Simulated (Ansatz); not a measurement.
I need harmonic frequencies at the relaxed geometry of FH3O2Si, SMILES O[SiH](O)F. Use Ansatz's Python interface. Level of theory (for the species named): r2SCAN, cc-pVDZ basis, multiplicity 1.

| atom | x (Å) | y (Å) | z (Å) |
| --- | --- | --- | --- |
| O | -0.1432 | 0.3498 | -1.3109 |
| Si | -0.1716 | -0.3607 | 0.1445 |
| O | 1.3270 | -0.2831 | 0.7445 |
| F | -1.0520 | 0.4995 | 1.1002 |
| H | -1.0192 | 0.8518 | -1.5273 |
| H | -0.6400 | -1.7353 | 0.0235 |
| H | 1.7603 | 0.6100 | 0.7797 |

The script, `fh3o2si.py`:
```python
"""Harmonic frequencies of FH3O2Si at its relaxed geometry."""

import itertools

import ansatz
from ase.data import atomic_numbers, covalent_radii
import numpy as np

SETTINGS = {
    "basis_set": "cc-pVDZ",
    "xc": "r2SCAN",
}

geometry_ang = [
    ("O", (-0.1432, 0.3498, -1.3109)),
    ("Si", (-0.1716, -0.3607, 0.1445)),
    ("O", (1.327, -0.2831, 0.7445)),
    ("F", (-1.052, 0.4995, 1.1002)),
    ("H", (-1.0192, 0.8518, -1.5273)),
    ("H", (-0.64, -1.7353, 0.0235)),
    ("H", (1.7603, 0.61, 0.7797)),
]
mol = ansatz.Crystal.molecule()
for symbol, xyz in geometry_ang:
    mol = mol.atom(symbol, xyz)

calc = mol.calculation().basis(gaussian=SETTINGS["basis_set"]).functional(SETTINGS["xc"])
symbols = [site.symbol for site in mol.cartesian_sites]
start = np.array([site.position_ang for site in mol.cartesian_sites], dtype=float)
def progress(event):
    if event["event"] == "relax_step":
        row = event["data"]
        print(f"step {row['step']:3d}  E = {row['lagrangian_ev']:.6f} eV  largest force component {row['allowed_force_max_ev_ang']:.4f} eV/A")


r = calc.relax(force_tolerance=0.003).session().plan().execute(on_event=progress).report
end = np.array(r["positions_ang"])

# pairs closer than 1.2 times the sum of covalent radii, before or after
radius = [covalent_radii[atomic_numbers[s]] for s in symbols]
span = lambda where, i, j: np.linalg.norm(where[i] - where[j])
bonded = [(i, j) for i, j in itertools.combinations(range(len(symbols)), 2) if min(span(start, i, j), span(end, i, j)) < 1.2 * (radius[i] + radius[j])]
print("pair        before    after (A)")
for i, j in bonded:
    print(f"{symbols[i]}{i}-{symbols[j]}{j}".ljust(10), f"{span(start, i, j):8.4f} {span(end, i, j):8.4f}")

# frequencies need a stationary point, so they are taken at the relaxed geometry
minimum = ansatz.Crystal.molecule()
for symbol, place in zip(symbols, end):
    minimum = minimum.atom(symbol, place.tolist())
vibrating = minimum.calculation()
vibrating = vibrating.basis(gaussian=SETTINGS["basis_set"])
vibrating = vibrating.functional(SETTINGS["xc"]).phonons(temperatures=(298.15, 498.15, 100))
vib = vibrating.run(threads=1).report["vibrations"]
sums = vib["harmonic_sums"]
modes = [m["omega_inv_cm"] for m in sums["modes_at_gamma"] if m["rigid_motion"] == "no"]
print("frequencies (1/cm):", " ".join(f"{w:.0f}" for w in modes))
print("imaginary modes:", sum(w < 0 for w in modes), " zero-point energy:", round(sums["zero_point_energy_ev"], 4), "eV")
print("T (K)   F_vib (eV)   S_vib (meV/K)   C_vib (meV/K)")
for row in zip(sums["temperatures_k"], sums["vibrational_free_energy_ev"], vib["entropy_ev_per_k"], vib["heat_capacity_ev_per_k"]):
    print(f"{row[0]:6.1f} {row[1]:11.4f} {1000 * row[2]:13.4f} {1000 * row[3]:15.4f}")
```

```console
$ python fh3o2si.py
step   1  E = -14737.229608 eV  largest force component 2.5416 eV/A
step   2  E = -14737.565540 eV  largest force component 1.3499 eV/A
step   3  E = -14737.659294 eV  largest force component 0.2230 eV/A
step   4  E = -14737.663783 eV  largest force component 0.0685 eV/A
step   5  E = -14737.666249 eV  largest force component 0.0997 eV/A
step   6  E = -14737.666922 eV  largest force component 0.0164 eV/A
step   7  E = -14737.666967 eV  largest force component 0.0060 eV/A
step   8  E = -14737.666980 eV  largest force component 0.0050 eV/A
step   9  E = -14737.666989 eV  largest force component 0.0045 eV/A
step  10  E = -14737.666994 eV  largest force component 0.0016 eV/A
pair        before    after (A)
O0-Si1       1.6198   1.6685
O0-H4        1.0326   0.9674
Si1-O2       1.6161   1.6570
Si1-F3       1.5583   1.6462
Si1-H5       1.4572   1.4784
O2-H6        0.9933   0.9680
frequencies (1/cm): 181 214 290 346 373 764 797 805 839 904 934 988 2302 3828 3834
imaginary modes: 0  zero-point energy: 1.0786 eV
T (K)   F_vib (eV)   S_vib (meV/K)   C_vib (meV/K)
 298.1      1.0331        0.4006          0.5390
 398.1      0.9842        0.5772          0.6810
 498.1      0.9181        0.7412          0.7810
```

What to keep in mind:
- Total energies depend on the basis set; only differences at equal settings carry meaning.
- The frequencies are harmonic and unscaled, in a modest basis.
- The result belongs to the one conformer reached from this start, and soft torsions count as harmonic oscillators.
- The whole script took 100 s on 1 thread of Arm Neoverse V2 (shared host), peak memory 0.22 GiB.
